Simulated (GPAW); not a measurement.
The system is PtSe.

```xyz
2
Lattice="0.0000 2.7984 2.7984 2.7984 0.0000 2.7984 2.7984 2.7984 0.0000" Properties=species:S:1:pos:R:3 pbc="T T T"
Pt    2.7984    2.7984    2.7984
Se    0.0000    0.0000    0.0000
```

The cell comes from a database or a generator and needn't be the stable form of this composition.

* Program: GPAW 26.7.0
* Task: relaxation of cell and atoms
* Functional: BLYP
* Dispersion: D3M(BJ)
* Potentials or basis: PAW data sets generated in the run's folder for this functional
* Cutoff: 600 eV
* Basis: pw
* k mesh: 8 × 8 × 8
* Occupations: fermi-dirac, width 0.05 eV
* Spin: no spin polarisation

At the start: pressure -15.9 GPa; volume 21.91 Å³/atom.

Question: Where does the relaxation end?

Answer: Over 5 steps the energy falls by 225.5 meV/atom and the volume is 18.19 Å³/atom (-17.0 %); space group Fm-3m (No. 225, to 0.05 Å).

The path:
```csv
step,energy change (eV),largest force (eV/Å),pressure (GPa),volume (Å³)
1,0.0000,0.0000,-15.94,43.83
2,-0.1849,0.0000,-13.48,41.83
3,-0.4008,0.0000,8.62,34.41
4,-0.4486,0.0000,-1.66,36.81
5,-0.4509,0.0000,-0.14,36.39
```

Final structure:
```xyz
2
Lattice="0.0000 2.6301 2.6301 2.6301 0.0000 2.6301 2.6301 2.6301 0.0000" Properties=species:S:1:pos:R:3 pbc="T T T"
Pt    2.6301    2.6301    2.6301
Se    0.0000    0.0000    0.0000
```

Caveat: later steps reuse the first step's grids; the volume moved by over 15 % at a fixed basis, so the end points are rough; pairwise dispersion overbinds metals, which lowers pressure and volume.
